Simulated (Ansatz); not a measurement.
# InRh2 (Fm-3m) in Ansatz: convergence with wavefunction cutoff

Aim: find how far wavefunction cutoff must go before the results for InRh2 settle, at PBE. This setting moves, with any that are tied to it; all else stays.

Program: Ansatz 0.2.0. These are calculated values, not measurements. Logs are shortened: lines on timing, memory, paths and dates and some standing lists are left out, and cuts for length are marked.

### Step 1. The crystal as given

Symmetry: Fm-3m, No. 225, cubic system. The conventional cell has a = 5.781 Å, b = 5.781 Å, c = 5.781 Å, α = 90.00°, β = 90.00°, γ = 90.00°. Around In (site symmetry m-3m) lie 8 Rh at 2.50 Å. Around Rh (site symmetry -43m) lie 4 In at 2.50 Å.

The cell was built by a generator and needn't be a form met in nature.

### Step 2. With wavefunction cutoff 400 eV

input.yaml

```yaml
crystal:
  lattice:
    - [0.0, 2.89070466, 2.89070466]
    - [2.89070466, 0.0, 2.89070466]
    - [2.89070466, 2.89070466, 0.0]
  atoms:
    - { symbol: In, position: [0.0, 0.0, 0.0] }
    - { symbol: Rh, position: [0.25, 0.25, 0.25] }
    - { symbol: Rh, position: [0.75, 0.75, 0.75] }
hamiltonian:
  xc: pbe
  pseudopotentials: { kind: nc }
kpoints:
  mp_grid: { grid: [7, 7, 7] }
scf:
  occupations: { method: fermi_dirac, width: 0.1 }
output:
  forces: true
  stress: true
  eigenvalues: true
basis:
  ecutwfc: "400 eV"
```

Potentials or basis: Ansatz NC.

Launch:

```console
ansatz run input.yaml --threads 2 --pin off --max-ram 5632MiB --backend cpu --events-out ev --progress --plain --runs-dir out
```

Log:

```text
Warning: basis.ecutwfc = 400 eV is below the records' recommended 1197.300995 eV, and the density's cutoff is lower with it unless basis.ecutrho_ratio is high enough to keep the records' density cutoff: compare with a run at a higher cutoff
Warning: RAYON_NUM_THREADS=2 ignored (pool sized by the plan → 2); use --threads N
Engine: ansatz 0.2.0, x86_64-unknown-linux-gnu
Pseudopotentials: kind: nc
Pseudopotential: In, nc, valence charge 13, recommended cutoff 952.398519 eV (normal), In.nc.azcp
Pseudopotential: Rh, nc, valence charge 17, recommended cutoff 1197.300995 eV (normal), Rh.nc.azcp
Functional definition: PBE
  parameter kappa = 0.804
  parameter beta = 0.06672455060314922
  exchange = pbe_x(kappa = kappa, mu = beta*pi^2/3)
  correlation = pbe_c(beta = beta)
Crystal: 3 atoms, lattice volume = 48.310 Å³
Basis set: ecut = 400 eV, 893 PW (Γ), exchange–correlation on 54×54×54 points (8 copies of the dense FFT grid, shifted against one another)
Bands: 29, of which v1, the nominal top of the filled ones, is band 24 counted from 1 (23 counted from 0)
Symmetry: 48 space group operations
Space group: Fm-3m (ITA 225), of the structure as read, at distance tolerance 3.6e-5 Å
k-points: 20 of 343
Non-local potential: In, projectors of the file, l = 0: 2, l = 1: 2, l = 2: 2, l = 3: 1
Non-local potential: Rh, projectors of the file, l = 0: 2, l = 1: 2, l = 2: 2
Initial density: superposition of atomic densities (chi_scale 0.1, normalization cell, long waves kept (reshape's long-wave potential 0.00 eV rms))
Initial wavefunctions: pseudopotential atomic-orbital guess
Functional: x = pbe(κ = 0.804, μ = 0.2195149727645171), c = pbe(β = 0.06672455060314922)
SCF iter   1: F=—  HF=-8121.426163 eV  |F-HF|=—  |Δ(HF+E_count)|=         —  Δρ=3.26e-1  dr2=2.72e1  ethr=3.10e-3  ⟨swp⟩=6.4  Hψ=2742  notcnv=0
preconditioner: auto → Kerker (q_TF=auto, 2.716 Å⁻¹)  [metal: Δε(μ)=0.038 eV  Ē_g=11.310 eV  σ=0.100 eV  W_gap=0.09  n_scr=14 (ndim 8)  ℏωp=29.7 eV  f_vac=0.002  D(μ)=4.77/eV (n_scr^D=58)]
SCF iter   2: F=—  HF=-8113.467685 eV  |F-HF|=—  |Δ(HF+E_count)|=    7.96e0  Δρ=1.35e-1  dr2=2.62e0  ethr=3.10e-3  ⟨swp⟩=3.0  Hψ=1421  notcnv=0  defer=4
SCF iter   3: F=—  HF=-8112.559437 eV  |F-HF|=—  |Δ(HF+E_count)|=   9.08e-1  Δρ=3.73e-2  dr2=1.38e-1  ethr=3.10e-3  ⟨swp⟩=2.2  Hψ=1159  notcnv=0  defer=7
SCF iter   4: F=—  HF=-8112.526975 eV  |F-HF|=—  |Δ(HF+E_count)|=   3.25e-2  Δρ=3.58e-3  dr2=2.08e-3  ethr=2.94e-4  ⟨swp⟩=3.0  Hψ=1009  notcnv=0  defer=7
SCF iter   5: F=—  HF=-8112.527584 eV  |F-HF|=—  |Δ(HF+E_count)|=   6.09e-4  Δρ=5.97e-4  dr2=2.08e-4  ethr=4.42e-6  ⟨swp⟩=4.1  Hψ=1227  notcnv=0  defer=7
SCF iter   6: F=—  HF=-8112.527583 eV  |F-HF|=—  |Δ(HF+E_count)|=   1.35e-6  Δρ=2.21e-4  dr2=3.61e-5  ethr=4.44e-7  ⟨swp⟩=2.3  Hψ=879  notcnv=0  defer=7
SCF iter   7: F=—  HF=-8112.527030 eV  |F-HF|=—  |Δ(HF+E_count)|=   5.52e-4  Δρ=8.57e-5  dr2=3.31e-6  ethr=7.68e-8  ⟨swp⟩=2.5  Hψ=915  notcnv=0  defer=7
SCF iter   8: F=-8112.527031 eV  HF=-8112.527031 eV  |F-HF|=4.86e-8  |Δ(HF+E_count)|=   6.44e-7  Δρ=1.18e-5  dr2=5.01e-8  ethr=2.13e-10  ⟨swp⟩=14.3  Hψ=4919  notcnv=0
SCF 1 converged in 8 iterations: F = -8112.527031 eV  dr2 = 5.01e-8
SCF converged after 8 iterations
Free energy (F): -8112.527031 eV
Harris-Foulkes:  -8112.527031 eV  (|F-HF|=4.86e-8)
Internal energy: -8112.420011 eV  (E = F + TS)
E sigma→0 (E₀):  -8112.473521 eV
Entropy (-TS):   -0.107020 eV (-35.673 meV/atom)
Fermi energy:    18.152636 eV
--- Per-component energies (eV) ---
  E_band       = -224.832096
  E_kinetic    = 3088.703964
  E_local      = -5610.692053  (includes V_loc(G=0)·N_el)
  E_nonlocal   = 351.471569
  E_hartree    = 1551.200717
  E_xc         = -1560.714663
  E_vxc        = -1156.709724  (∫ρ·V_xc dr)
  E_ewald      = -5932.389545
  E_smearing   = -0.107020  (= −TS)
  E_closure    = -0.000000  (closes the sum)
  Σ components = -8112.527031   (vs F -8112.527031, Δ=0.00e0)
--- Forces (eV/Å), atoms counted from 1 ---
  atom   1  In    -0.00000000     0.00000000     0.00000000
  atom   2  Rh     0.00000000     0.00000000    -0.00000000
  atom   3  Rh     0.00000000    -0.00000000     0.00000000
  max |Σ_I F_I| component: 5.55e-17 eV/Å
--- Stress (GPa, compression-positive) ---
       24.384121       0.000000      -0.000000
       -0.000000      24.384121       0.000000
        0.000000       0.000000      24.384121
  P = ⅓ Tr σ = 24.3841 GPa (243.841 kbar)
--- Band table (eV; the first three rows and the last of 20) ---
  k-point 0: bands = ["-60.0246", "-59.5239", "-29.9505", "-29.9505", "-29.9505", "-29.8077", "-29.8077", "-29.8077", "3.8050", "3.8050", "3.8050", "4.2833", "4.2833", "9.4942", "14.0805", "14.0805", "14.0805", "14.8353", "14.8353", "17.9977", "17.9977", "17.9977", "19.6349", "19.6349", "25.3164", "25.8387", "25.8387", "25.8387", "27.3614"]
  k-point 1: bands = ["-59.8520", "-59.6873", "-29.9436", "-29.9434", "-29.9434", "-29.8167", "-29.8151", "-29.8151", "3.9323", "3.9451", "3.9451", "4.1006", "4.1006", "9.7818", "14.0625", "14.1962", "14.1962", "14.9778", "14.9778", "17.8440", "17.9842", "17.9842", "18.9771", "18.9771", "23.6051", "25.7304", "25.7304", "25.7898", "27.6263"]
  k-point 2: bands = ["-59.7399", "-59.7061", "-29.9254", "-29.9241", "-29.9241", "-29.8398", "-29.8358", "-29.8358", "3.9124", "3.9124", "4.1287", "4.2273", "4.2273", "10.5195", "14.1712", "14.5647", "14.5647", "15.4034", "15.4034", "17.3115", "17.6956", "17.6956", "17.9689", "17.9689", "20.6803", "25.4629", "25.4629", "26.8538", "27.9162"]
  k-point 19: bands = ["-59.6625", "-59.5532", "-29.9773", "-29.9646", "-29.9009", "-29.8617", "-29.7995", "-29.7885", "4.0218", "4.1658", "4.2425", "4.4128", "4.5390", "11.7989", "14.4406", "14.8374", "15.3698", "15.6383", "16.1647", "16.7503", "17.2471", "17.6438", "17.8244", "17.9181", "18.5690", "20.8357", "21.3950", "28.0871", "30.1299"]
```

Wall time 0.58 s (2 threads of Intel Xeon Platinum 8488C (Sapphire Rapids), shared host); peak memory 0.28 GiB.

Results:

```
Free energy            : -8112.5270 eV
Pressure               : 24.4 GPa
Band gap on the k mesh : none (metal or under the smearing width)
```

### Step 3. With wavefunction cutoff 500 eV

input.yaml, as its differences from that of step 2:

```diff
@@ -21,2 +21,2 @@
 basis:
-  ecutwfc: "400 eV"
+  ecutwfc: "500 eV"
```

Potentials or basis: Ansatz NC.

Launch:

```console
ansatz run input.yaml --threads 2 --pin off --max-ram 5632MiB --backend cpu --events-out ev --progress --plain --runs-dir out
```

Wall time 0.72 s (2 threads of Intel Xeon Platinum 8488C (Sapphire Rapids), shared host); peak memory 0.29 GiB.

What came out:

```
Free energy            : -8158.9922 eV
Pressure               : 34.9 GPa
Band gap on the k mesh : none (metal or under the smearing width)
```

### Step 4. With wavefunction cutoff 600 eV

input.yaml, as its differences from that of step 3:

```diff
@@ -21,2 +21,2 @@
 basis:
-  ecutwfc: "500 eV"
+  ecutwfc: "600 eV"
```

Launch:

```console
ansatz run input.yaml --threads 2 --pin off --max-ram 5632MiB --backend cpu --events-out ev --progress --plain --runs-dir out
```

It took 0.91 s on 2 threads of Intel Xeon Platinum 8488C (Sapphire Rapids), shared host; peak memory 0.33 GiB.

What came out:

```
Free energy            : -8177.4711 eV
Pressure               : 32.9 GPa
Band gap on the k mesh : none (metal or under the smearing width)
```

### Step 5. With wavefunction cutoff 700 eV

input.yaml, as its differences from that of step 4:

```diff
@@ -21,2 +21,2 @@
 basis:
-  ecutwfc: "600 eV"
+  ecutwfc: "700 eV"
```

Launch:

```console
ansatz run input.yaml --threads 2 --pin off --max-ram 5632MiB --backend cpu --events-out ev --progress --plain --runs-dir out
```

Wall time 1 s (2 threads of Intel Xeon Platinum 8488C (Sapphire Rapids), shared host); peak memory 0.35 GiB.

What came out:

```
Free energy            : -8184.0094 eV
Pressure               : 33.1 GPa
Band gap on the k mesh : none (metal or under the smearing width)
```

### Step 6. With wavefunction cutoff 850 eV

input.yaml, as its differences from that of step 5:

```diff
@@ -21,2 +21,2 @@
 basis:
-  ecutwfc: "700 eV"
+  ecutwfc: "850 eV"
```

Potentials or basis: Ansatz NC.

Launch:

```console
ansatz run input.yaml --threads 2 --pin off --max-ram 5632MiB --backend cpu --events-out ev --progress --plain --runs-dir out
```

It took 1.3 s on 2 threads of Intel Xeon Platinum 8488C (Sapphire Rapids), shared host; peak memory 0.38 GiB.

It converged, with:

```yaml
Free_energy: -8186.6620 eV
Pressure: 33.4 GPa
Band_gap_on_the_k_mesh: none (metal or under the smearing width)
```

### Step 7. With wavefunction cutoff 1000 eV

input.yaml, as its differences from that of step 6:

```diff
@@ -21,2 +21,2 @@
 basis:
-  ecutwfc: "850 eV"
+  ecutwfc: "1000 eV"
```

Launch:

```console
ansatz run input.yaml --threads 2 --pin off --max-ram 5632MiB --backend cpu --events-out ev --progress --plain --runs-dir out
```

Wall time 1.5 s (2 threads of Intel Xeon Platinum 8488C (Sapphire Rapids), shared host); peak memory 0.42 GiB.

It converged, with:

- Free energy: -8187.1449 eV
- Pressure: 33.2 GPa
- Band gap on the k mesh: none (metal or under the smearing width)

### Step 8. With wavefunction cutoff 1200 eV

input.yaml, as its differences from that of step 7:

```diff
@@ -21,2 +21,2 @@
 basis:
-  ecutwfc: "1000 eV"
+  ecutwfc: "1200 eV"
```

Launch:

```console
ansatz run input.yaml --threads 2 --pin off --max-ram 5632MiB --backend cpu --events-out ev --progress --plain --runs-dir out
```

Run time: 2.1 s. Hardware: 2 threads of Intel Xeon Platinum 8488C (Sapphire Rapids), shared host; peak memory 0.45 GiB.

The run converged. Its results:

| Property | Result |
| --- | --- |
| Free energy | -8187.2122 eV |
| Pressure | 33.2 GPa |
| Band gap on the k mesh | none (metal or under the smearing width) |

### Step 9. With wavefunction cutoff 1400 eV

input.yaml, as its differences from that of step 8:

```diff
@@ -21,2 +21,2 @@
 basis:
-  ecutwfc: "1200 eV"
+  ecutwfc: "1400 eV"
```

Potentials or basis: Ansatz NC.

Launch:

```console
ansatz run input.yaml --threads 2 --pin off --max-ram 5632MiB --backend cpu --events-out ev --progress --plain --runs-dir out
```

Run time: 2.5 s. Hardware: 2 threads of Intel Xeon Platinum 8488C (Sapphire Rapids), shared host; peak memory 0.5 GiB.

It converged, with:

* Free energy: -8187.2134 eV
* Pressure: 33.2 GPa
* Band gap on the k mesh: none (metal or under the smearing width)

### Step 10. With wavefunction cutoff 1700 eV

input.yaml, as its differences from that of step 9:

```diff
@@ -21,2 +21,2 @@
 basis:
-  ecutwfc: "1400 eV"
+  ecutwfc: "1700 eV"
```

Launch:

```console
ansatz run input.yaml --threads 2 --pin off --max-ram 5632MiB --backend cpu --events-out ev --progress --plain --runs-dir out
```

It took 3.2 s on 2 threads of Intel Xeon Platinum 8488C (Sapphire Rapids), shared host; peak memory 0.59 GiB.

Results (log left out):

| Property | Result |
| --- | --- |
| Free energy | -8187.2142 eV |
| Pressure | 33.2 GPa |
| Band gap on the k mesh | none (metal or under the smearing width) |

### Step 11. Result

| wavefunction cutoff | energy less the tightest run, at zero smearing (meV/atom) | pressure (GPa) | SCF cycles | CPU time (s) | peak memory (GiB) |
| --- | --- | --- | --- | --- | --- |
| 400 eV | 24895.03 | 24.38 | 8 | 1 | 0.28 |
| 500 eV | 9407.23 | 34.89 | 8 | 1.3 | 0.29 |
| 600 eV | 3247.38 | 32.90 | 8 | 1.7 | 0.33 |
| 700 eV | 1068.23 | 33.10 | 8 | 1.9 | 0.35 |
| 850 eV | 184.02 | 33.36 | 8 | 2.4 | 0.38 |
| 1000 eV | 23.09 | 33.20 | 8 | 2.9 | 0.42 |
| 1200 eV | 0.65 | 33.22 | 8 | 4 | 0.45 |
| 1400 eV | 0.25 | 33.22 | 8 | 4.8 | 0.5 |
| 1700 eV | 0.00 | 33.22 | 8 | 6.3 | 0.59 |

Against the tightest run, the energy stays within 1 meV/atom from 1200 eV on; the pressure stays within 0.1 GPa from 1000 eV on. The tightest run that finished is the yardstick and may itself not be fully converged.

Caveats: a pressure of tens of GPa on the cell as given is suspect, and the run, the potentials or the cell itself is likely at fault.
